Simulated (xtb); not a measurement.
# C2H9BSi2 (SMILES B[SiH2]C(=C)[SiH3]) at GFN1-xTB

What is the vertical ionisation energy of C2H9BSi2 at GFN1-xTB? 

The results are computed with xtb 6.7.1.

16 further runs of the same task are left out: 16 set aside as unsound or not needed.

### Step 1. Starting point

C2H9BSi2 has 14 atoms, charge 0, and is taken as a singlet. SMILES: `B[SiH2]C(=C)[SiH3]`. The coordinates come from a GFN2-xTB relaxation. This is one conformer, not always the lowest.

Bond lengths: B1–Si2 1.959 Å, Si2–C3 1.906 Å, C3–C4 1.331 Å, C3–Si5 1.892 Å, B1–H6 1.170 Å, B1–H7 1.169 Å, Si2–H8 1.477 Å, Si2–H9 1.480 Å, C4–H10 1.081 Å, C4–H11 1.082 Å, Si5–H12 1.464 Å, Si5–H13 1.466 Å, Si5–H14 1.468 Å. Some angles: B1–Si2–C3 113.1°, Si2–C3–C4 118.7°, Si2–C3–Si5 122.4°, C4–C3–Si5 119.0°, B1–Si2–H8 114.0°, B1–Si2–H9 113.0°, C3–Si2–H8 106.1°, C3–Si2–H9 105.4°, Si2–B1–H6 121.0°, Si2–B1–H7 122.3°.

### Step 2. Energy and gradient at GFN1-xTB

mol.coord

```
$coord
     -2.585353208362      3.559299155733     -2.308357153014  b
     -1.158912340449      2.218651853878      0.834616440202  si
      1.006808284678     -0.610683894434      0.308422200800  c
      3.140857099957     -0.274048082593     -0.980748961420  c
      0.201879441894     -3.884388740952      1.499233118233  si
     -3.903323796721      5.334073240197     -2.295393631799  h
     -2.152379158688      2.657956486070     -4.279209220170  h
     -3.076549719936      1.392936023723      2.688248795848  h
      0.390946540663      4.092863327021      2.217272353807  h
      4.455634051165     -1.790402119515     -1.363626371530  h
      3.702502601457      1.550388004427     -1.715228814278  h
     -2.195521606113     -3.818305018374      2.877731634364  h
      2.210412647975     -4.808540404939      3.168636073989  h
     -0.037000837520     -5.619799830241     -0.651577567771  h
$end
```

Run with:

```sh
$ xtb mol.coord --gfn1 --uhf 0 --grad --parallel 1 > run.log 2> xtb.err
```

Log:

```text
* xtb version 6.7.1
[...]
[WARNING] Please study the warnings concerning your input carefully
-1- prog_main_parseArguments: The use of '--gfn1' is discouraged, please use '--gfn 1' next time
########################################################################
[...]
          :  # basis functions                  50          :
[...]
          :  # electrons                        28          :
[...]
          :  Hamiltonian                  GFN1-xTB          :
[...]
          :  net charge                          0          :
          :  unpaired electrons                  0          :
[...]
   *** convergence criteria satisfied after 10 iterations ***
[...]
         ::                     SUMMARY                     ::
         :::::::::::::::::::::::::::::::::::::::::::::::::::::
         :: total energy             -14.094107247866 Eh    ::
         :: gradient norm              0.048393833047 Eh/a0 ::
         :: HOMO-LUMO gap              2.086276449397 eV    ::
         ::.................................................::
         :: SCC energy               -14.276884261359 Eh    ::
         :: -> electrostatic           0.008103434409 Eh    ::
         :: repulsion energy           0.188419412126 Eh    ::
         :: dispersion energy         -0.005642398633 Eh    ::
         :: halogen bond corr.         0.000000000000 Eh    ::
         :: add. restraining           0.000000000000 Eh    ::
         :: total charge               0.000000000000 e     ::
         :::::::::::::::::::::::::::::::::::::::::::::::::::::
[...]
        14        2.0000           -0.4122356             -11.2175 (HOMO)
        15                         -0.3355663              -9.1312 (LUMO)
[...]
     #   Z sym  total        # sym  WBO       # sym  WBO       # sym  WBO
 ---------------------------------------------------------------------------
     1   5 b    3.005 --     2 si   1.031     7 h    0.934     6 h    0.933
     2  14 si   4.202 --     1 b    1.031     3 c    0.996     9 h    0.918
                             8 h    0.914     4 c    0.108
     3   6 c    3.933 --     4 c    1.794     5 si   1.026     2 si   0.996
     4   6 c    3.990 --     3 c    1.794    10 h    0.968    11 h    0.968
                             5 si   0.123     2 si   0.108
     5  14 si   4.075 --     3 c    1.026    14 h    0.933    13 h    0.933
                            12 h    0.929     4 c    0.123
     6   1 h    0.997 --     1 b    0.933
     7   1 h    0.998 --     1 b    0.934
     8   1 h    0.990 --     2 si   0.914
     9   1 h    0.990 --     2 si   0.918
    10   1 h    1.007 --     4 c    0.968
[...]
          | TOTAL ENERGY              -14.094107247866 Eh   |
          | GRADIENT NORM               0.048393833047 Eh/α |
          | HOMO-LUMO GAP               2.086276449397 eV   |
           -------------------------------------------------
[...]
```

Standard error:

```text
normal termination of xtb
```

It took 0.034 s on 1 thread of Intel Xeon 6975P-C (Granite Rapids), shared host.

### Step 3. The doublet cation at the same level

start.xyz

```xyz
14
start
B     -1.368110     1.883500    -1.221530
Si    -0.613270     1.174060     0.441660
C      0.532780    -0.323160     0.163210
C      1.662070    -0.145020    -0.518990
Si     0.106830    -2.055530     0.793360
H     -2.065550     2.822670    -1.214670
H     -1.138990     1.406530    -2.264460
H     -1.628040     0.737110     1.422560
H      0.206880     2.165850     1.173330
H      2.357820    -0.947440    -0.721600
H      1.959280     0.820430    -0.907660
H     -1.161820    -2.020560     1.522830
H      1.169700    -2.544570     1.676770
H     -0.019580    -2.973870    -0.344800
```

Run with:

```sh
$ xtb --gfn 1 --grad -c 1 -u 1 -- start.xyz | tee xtb.out
```

Log:

```text
* xtb version 6.7.1
[...]
          :  # basis functions                  50          :
[...]
          :  # electrons                        27          :
[...]
          :  Hamiltonian                  GFN1-xTB          :
[...]
          :  net charge                          1          :
          :  unpaired electrons                  1          :
[...]
   *** convergence criteria satisfied after 14 iterations ***
[...]
         ::                     SUMMARY                     ::
         :::::::::::::::::::::::::::::::::::::::::::::::::::::
         :: total energy             -13.593111041737 Eh    ::
         :: gradient norm              0.047616407965 Eh/a0 ::
         :: HOMO-LUMO gap              2.055248379374 eV    ::
         ::.................................................::
         :: SCC energy               -13.775888055235 Eh    ::
         :: -> electrostatic           0.091818679500 Eh    ::
         :: repulsion energy           0.188419412131 Eh    ::
         :: dispersion energy         -0.005642398633 Eh    ::
         :: halogen bond corr.         0.000000000000 Eh    ::
         :: add. restraining           0.000000000000 Eh    ::
         :: total charge               1.000000000189 e     ::
         :::::::::::::::::::::::::::::::::::::::::::::::::::::
[...]
        14        1.0008           -0.5899873             -16.0544 (HOMO)
        15                         -0.5144583             -13.9991 (LUMO)
[...]
     #   Z sym  total        # sym  WBO       # sym  WBO       # sym  WBO
 ---------------------------------------------------------------------------
     1   5 B    2.940 --     7 H    0.918     6 H    0.890     2 Si   0.876
     2  14 Si   3.969 --     9 H    0.906     8 H    0.900     3 C    0.879
                             1 B    0.876     4 C    0.116     5 Si   0.106
     3   6 C    3.807 --     4 C    1.854     2 Si   0.879     5 Si   0.825
     4   6 C    3.976 --     3 C    1.854    11 H    0.927    10 H    0.923
                             2 Si   0.116     5 Si   0.116
     5  14 Si   3.837 --    12 H    0.917    14 H    0.905    13 H    0.895
                             3 C    0.825     4 C    0.116     2 Si   0.106
     6   1 H    0.987 --     1 B    0.890
     7   1 H    0.999 --     1 B    0.918
     8   1 H    0.991 --     2 Si   0.900
     9   1 H    0.991 --     2 Si   0.906
    10   1 H    0.989 --     4 C    0.923
[...]
          | TOTAL ENERGY              -13.593111041737 Eh   |
          | GRADIENT NORM               0.047616407965 Eh/α |
          | HOMO-LUMO GAP               2.055248379374 eV   |
           -------------------------------------------------
[...]
```

Standard error:

```text
normal termination of xtb
```

Wall time 0.038 s (1 thread of Intel Xeon 6975P-C (Granite Rapids), shared host).

### Step 4. What came out

At GFN1-xTB:

| quantity | value |
| --- | --- |
| singlet C2H9BSi2: total energy | -14.09411 Eh |
| singlet C2H9BSi2: dipole moment | 1.79 D |
| singlet C2H9BSi2: HOMO energy | -11.22 eV |
| singlet C2H9BSi2: LUMO energy | -9.13 eV |
| singlet C2H9BSi2: HOMO–LUMO gap | 2.09 eV |
| singlet C2H9BSi2: dispersion energy | -14.81 kJ/mol |
| singlet C2H9BSi2: largest force on an atom | 1.510 eV/Å |
| doublet cation: total energy | -13.59311 Eh |
| doublet cation: HOMO energy (partly filled) | -16.05 eV |
| doublet cation: LUMO energy | -14.00 eV |
| doublet cation: dispersion energy | -14.81 kJ/mol |
| doublet cation: largest force on an atom | 1.631 eV/Å |
| vertical ionisation energy (to the doublet cation) | 13.633 eV |

**Reading.** The vertical ionisation energy comes to 13.63 eV (1315 kJ/mol). The largest force (singlet C2H9BSi2) is 1.51 eV/Å: the shape isn't a stationary point for this species at this level. xTB total energies overstate such differences by several eV unless an empirical shift is taken off; none is applied here. Mulliken charges (singlet C2H9BSi2) run from -0.17 on C3 to +0.24 on Si5.
